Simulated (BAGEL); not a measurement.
# Si2NH5Cl (SMILES N[SiH2][SiH]Cl): UHF/STO-3G (density fitting with qzvpp-jkfit)

What is the vertical ionisation energy of Si2NH5Cl at UHF/STO-3G (density fitting with qzvpp-jkfit)? 

The calculation is run with BAGEL 1.2.2.

5 further runs of the same task are left out: 2 that didn't finish, 3 set aside as unsound or not needed.

### 1 The system as given

The species is Si2NH5Cl (9 atoms), meant as a doublet with charge 0. SMILES: `N[SiH2][SiH]Cl`. Geometry: relaxed at GFN2-xTB. This is one conformer, not always the lowest.

Bond lengths: N1–Si2 1.724 Å, Si2–Si3 2.290 Å, Si3–Cl4 2.057 Å, N1–H5 1.007 Å, N1–H6 1.006 Å, Si2–H7 1.465 Å, Si2–H8 1.480 Å, Si3–H9 1.471 Å. Some angles: N1–Si2–Si3 102.8°, Si2–Si3–Cl4 113.7°, N1–Si2–H7 105.2°, N1–Si2–H8 112.9°, Si3–Si2–H7 109.7°, Si3–Si2–H8 119.0°, Si2–N1–H5 119.4°, Si2–N1–H6 119.3°, Si2–Si3–H9 117.7°, Cl4–Si3–H9 102.1°.

### 2 A single-point energy at UHF/STO-3G (density fitting with qzvpp-jkfit)

The input, calc.json:

```json
{ "bagel": [

{
  "title": "molecule",
  "basis": "sto-3g",
  "df_basis": "qzvpp-jkfit",
  "angstrom": "true",
  "geometry": [
    { "atom": "N", "xyz": [   -0.162380,    1.026800,   -1.189950 ] },
    { "atom": "Si", "xyz": [    0.441050,   -0.434520,   -0.502770 ] },
    { "atom": "Si", "xyz": [    0.191890,   -0.080080,    1.745630 ] },
    { "atom": "Cl", "xyz": [   -1.765540,    0.151350,    2.332630 ] },
    { "atom": "H", "xyz": [   -1.076190,    1.356710,   -0.926060 ] },
    { "atom": "H", "xyz": [   -0.003670,    1.214990,   -2.165610 ] },
    { "atom": "H", "xyz": [    1.865890,   -0.458490,   -0.844050 ] },
    { "atom": "H", "xyz": [   -0.156340,   -1.645600,   -1.109450 ] },
    { "atom": "H", "xyz": [    0.665300,   -1.131160,    2.659640 ] }
  ]
},
{ "title": "uhf", "nopen": 1 },
{ "title": "print", "file": "orbitals.molden", "orbitals": "true" }

]}
```

The run is started by

```console
$ BAGEL_NUM_THREADS=1 BAGEL calc.json > calc.out
```

What it wrote:

```text
* using 1 threads per process

  ===============================================================
  ===============================================================

  *** Geometry ***

  { "atom" : "N", "xyz" : [     -0.306854,      1.940371,     -2.248680 ] },
  { "atom" : "Si", "xyz" : [      0.833464,     -0.821124,     -0.950098 ] },
  { "atom" : "Si", "xyz" : [      0.362620,     -0.151329,      3.298763 ] },
  { "atom" : "Cl", "xyz" : [     -3.336387,      0.286010,      4.408032 ] },
  { "atom" : "H", "xyz" : [     -2.033704,      2.563810,     -1.750000 ] },
  { "atom" : "H", "xyz" : [     -0.006935,      2.295998,     -4.092410 ] },
  { "atom" : "H", "xyz" : [      3.526021,     -0.866421,     -1.595023 ] },
  { "atom" : "H", "xyz" : [     -0.295440,     -3.109733,     -2.096557 ] },
  { "atom" : "H", "xyz" : [      1.257235,     -2.137583,      5.025991 ] },

  Number of auxiliary basis functions:      551

  Since a DF basis is specified, we compute 2- and 3-index integrals:
    o Being stored without compression. Storage requirement is 0.006 GB

  Number of basis functions:       37
  Number of electrons      :       57

    * METHOD: MOLECULE                             0.23

  *** Open-shell HF ***

  === Nuclear Repulsion ===
   260.1422939361

      * DIIS with orbital gradients will be used.

  === UHF iteration (sto-3g) ===
      0      -1082.40210295          0.01879724           0.09
      1      -1082.46379392          0.00433456           0.09
      2      -1082.46855165          0.00151250           0.09
      3      -1082.46938903          0.00065748           0.09
      4      -1082.46973691          0.00015096           0.09
      5      -1082.46978700          0.00004004           0.09
      6      -1082.46979659          0.00001094           0.08
      7      -1082.46979833          0.00000476           0.09
      8      -1082.46979871          0.00000214           0.09
      9      -1082.46979878          0.00000043           0.09
     10      -1082.46979878          0.00000014           0.09
     11      -1082.46979878          0.00000005           0.09
     12      -1082.46979878          0.00000003           0.08
     13      -1082.46979878          0.00000001           0.08
    * SCF iteration converged.

    * S^2 (UHF) is 0.7522

    * Permanent dipole moment:
           (   -0.919180,     0.267036,     0.633064) a.u.

    * METHOD: UHF                                  1.31

    * METHOD: PRINT                                0.00

  ===============================================================
```

Wall time 1.7 s (1 thread of Arm Neoverse V2, shared host).

### 3 The singlet cation at the same level

The input, input.json:

```json
{ "bagel" : [

{
  "title" : "molecule",
  "basis" : "sto-3g",
  "df_basis" : "qzvpp-jkfit",
  "angstrom" : "true",
  "geometry" : [
    { "atom" : "N", "xyz" : [   -0.162380,    1.026800,   -1.189950 ] },
    { "atom" : "Si", "xyz" : [    0.441050,   -0.434520,   -0.502770 ] },
    { "atom" : "Si", "xyz" : [    0.191890,   -0.080080,    1.745630 ] },
    { "atom" : "Cl", "xyz" : [   -1.765540,    0.151350,    2.332630 ] },
    { "atom" : "H", "xyz" : [   -1.076190,    1.356710,   -0.926060 ] },
    { "atom" : "H", "xyz" : [   -0.003670,    1.214990,   -2.165610 ] },
    { "atom" : "H", "xyz" : [    1.865890,   -0.458490,   -0.844050 ] },
    { "atom" : "H", "xyz" : [   -0.156340,   -1.645600,   -1.109450 ] },
    { "atom" : "H", "xyz" : [    0.665300,   -1.131160,    2.659640 ] }
  ]
},
{
  "title" : "hf",
  "charge" : 1
},
{
  "title" : "print",
  "file" : "orbitals.molden",
  "orbitals" : "true"
}

]}
```

The run is started by

```console
$ BAGEL_NUM_THREADS=1 BAGEL input.json > input.out
```

What it wrote:

```text
* using 1 threads per process

  ===============================================================
  ===============================================================

  *** Geometry ***

  { "atom" : "N", "xyz" : [     -0.306854,      1.940371,     -2.248680 ] },
  { "atom" : "Si", "xyz" : [      0.833464,     -0.821124,     -0.950098 ] },
  { "atom" : "Si", "xyz" : [      0.362620,     -0.151329,      3.298763 ] },
  { "atom" : "Cl", "xyz" : [     -3.336387,      0.286010,      4.408032 ] },
  { "atom" : "H", "xyz" : [     -2.033704,      2.563810,     -1.750000 ] },
  { "atom" : "H", "xyz" : [     -0.006935,      2.295998,     -4.092410 ] },
  { "atom" : "H", "xyz" : [      3.526021,     -0.866421,     -1.595023 ] },
  { "atom" : "H", "xyz" : [     -0.295440,     -3.109733,     -2.096557 ] },
  { "atom" : "H", "xyz" : [      1.257235,     -2.137583,      5.025991 ] },

  Number of auxiliary basis functions:      551

  Since a DF basis is specified, we compute 2- and 3-index integrals:
    o Being stored without compression. Storage requirement is 0.006 GB

  Number of basis functions:       37
  Number of electrons      :       57

    * METHOD: MOLECULE                             0.22

  *** RHF ***

  === Nuclear Repulsion ===
   260.1422939361

      * DIIS with orbital gradients will be used.

  === RHF iteration (sto-3g) ===
      0      -1082.12426703          0.01348907           0.04
      1      -1082.24259267          0.00380355           0.04
      2      -1082.25094356          0.00068052           0.04
      3      -1082.25149636          0.00018508           0.04
      4      -1082.25154567          0.00007470           0.04
      5      -1082.25155475          0.00002227           0.04
      6      -1082.25155550          0.00000580           0.04
      7      -1082.25155555          0.00000193           0.04
      8      -1082.25155555          0.00000071           0.04
      9      -1082.25155555          0.00000028           0.04
     10      -1082.25155555          0.00000007           0.04
     11      -1082.25155555          0.00000002           0.04
     12      -1082.25155555          0.00000001           0.04
    * SCF iteration converged.

    * Permanent dipole moment:
           (   -1.520473,     0.478220,    -0.337344) a.u.

    * METHOD: HF                                   0.64

    * METHOD: PRINT                                0.00

  ===============================================================
```

Run time: 1.1 s. Hardware: 1 thread of Arm Neoverse V2, shared host.

### 4 Outcome

Level: UHF/STO-3G (density fitting with qzvpp-jkfit).

```
                                          quantity           value
                    doublet Si2NH5Cl: total energy  -1082.46980 Eh
                   doublet Si2NH5Cl: dipole moment          2.92 D
                            doublet Si2NH5Cl: ⟨S²⟩           0.752
                      singlet cation: total energy  -1082.25156 Eh
                       singlet cation: HOMO energy       -13.15 eV
                       singlet cation: LUMO energy        -4.90 eV
                     singlet cation: HOMO–LUMO gap         8.25 eV
vertical ionisation energy (to the singlet cation)        5.939 eV
```

**Reading.** The vertical ionisation energy comes to 5.94 eV (573 kJ/mol). Only the singlet of the ionised species was computed; a triplet could lie lower. In a minimal basis such a difference can be off by several eV, whatever the method.
